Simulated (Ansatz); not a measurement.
# Rb2YAgF6: the cost of one run

Program: Ansatz 0.2.0. Level of theory: DFT LDA, plane waves, PAW, scalar-relativistic, no spin polarisation. These are calculated values, not measurements.

**1. The structure to begin with**

The cell holds 40 atoms (Ag4F24Rb8Y4): a = 9.177 Å, b = 9.177 Å, c = 9.177 Å, α = 90.00°, β = 90.00°, γ = 90.00°.

Its coordinates follow in the input file.

**2. Run 1**

200 steps of 8 fs under a Nosé-Hoover thermostat at 1200 K.

Contents of input.yaml:

```yaml
accuracy: low
crystal:
  lattice:
    - [9.177374, 0.0, 0.0]
    - [0.0, 9.177374, 0.0]
    - [0.0, 0.0, 9.177374]
  atoms:
    - { symbol: Rb, position: [0.75, 0.75, 0.75] }
    - { symbol: Rb, position: [0.25, 0.25, 0.25] }
    - { symbol: "Y", position: [0.5, 0.5, 0.5] }
    - { symbol: Ag, position: [0.0, 0.0, 0.0] }
    - { symbol: F, position: [0.2630041, 0.5, 0.5] }
    - { symbol: F, position: [0.5, 0.5, 0.2630041] }
    - { symbol: F, position: [0.7369959, 0.5, 0.5] }
    - { symbol: F, position: [0.5, 0.2630041, 0.5] }
    - { symbol: F, position: [0.5, 0.7369959, 0.5] }
    - { symbol: F, position: [0.5, 0.5, 0.7369959] }
    - { symbol: Rb, position: [0.25, 0.25, 0.75] }
    - { symbol: Rb, position: [0.75, 0.75, 0.25] }
    - { symbol: "Y", position: [0.0, 0.0, 0.5] }
    - { symbol: Ag, position: [0.5, 0.5, 0.0] }
    - { symbol: F, position: [0.7630041, 0.0, 0.5] }
    - { symbol: F, position: [0.0, 0.0, 0.2630041] }
    - { symbol: F, position: [0.2369959, 0.0, 0.5] }
    - { symbol: F, position: [0.0, 0.7630041, 0.5] }
    - { symbol: F, position: [0.0, 0.2369959, 0.5] }
    - { symbol: F, position: [0.0, 0.0, 0.7369959] }
    - { symbol: Rb, position: [0.25, 0.75, 0.25] }
    - { symbol: Rb, position: [0.75, 0.25, 0.75] }
    - { symbol: "Y", position: [0.0, 0.5, 0.0] }
    - { symbol: Ag, position: [0.5, 0.0, 0.5] }
    - { symbol: F, position: [0.7630041, 0.5, 0.0] }
    - { symbol: F, position: [0.0, 0.5, 0.7630041] }
    - { symbol: F, position: [0.2369959, 0.5, 0.0] }
    - { symbol: F, position: [0.0, 0.2630041, 0.0] }
    - { symbol: F, position: [0.0, 0.7369959, 0.0] }
    - { symbol: F, position: [0.0, 0.5, 0.2369959] }
    - { symbol: Rb, position: [0.75, 0.25, 0.25] }
    - { symbol: Rb, position: [0.25, 0.75, 0.75] }
    - { symbol: "Y", position: [0.5, 0.0, 0.0] }
    - { symbol: Ag, position: [0.0, 0.5, 0.5] }
    - { symbol: F, position: [0.2630041, 0.0, 0.0] }
    - { symbol: F, position: [0.5, 0.0, 0.7630041] }
    - { symbol: F, position: [0.7369959, 0.0, 0.0] }
    - { symbol: F, position: [0.5, 0.7630041, 0.0] }
    - { symbol: F, position: [0.5, 0.2369959, 0.0] }
    - { symbol: F, position: [0.5, 0.0, 0.2369959] }
basis:
  ecutwfc: 420.0
kpoints:
  mp_grid: { grid: [1, 1, 1] }
hamiltonian:
  xc: lda
scf:
  occupations: { method: fermi_dirac, width: 0.05 }
  lower_state_search: "off"
  max_iter: 90
md:
  timestep: 8
  n_steps: 200
  ensemble: nvt_nose_hoover
  temperature: 1200.0
  initial_velocities: maxwell_boltzmann
  seed: 928061
  nose_hoover: { tau: 50.0, chain_length: 5 }
```

Started as:

```console
ansatz run input.yaml --threads 2 --pin off --max-ram 5120MiB --backend cpu --events-out ev --progress --plain --runs-dir out
```

What time and memory should one allow on 2 threads of Intel Xeon Platinum 8375C at 2.90GHz (Ice Lake), shared host?

About 14 min, with a peak of 0.95 GiB.
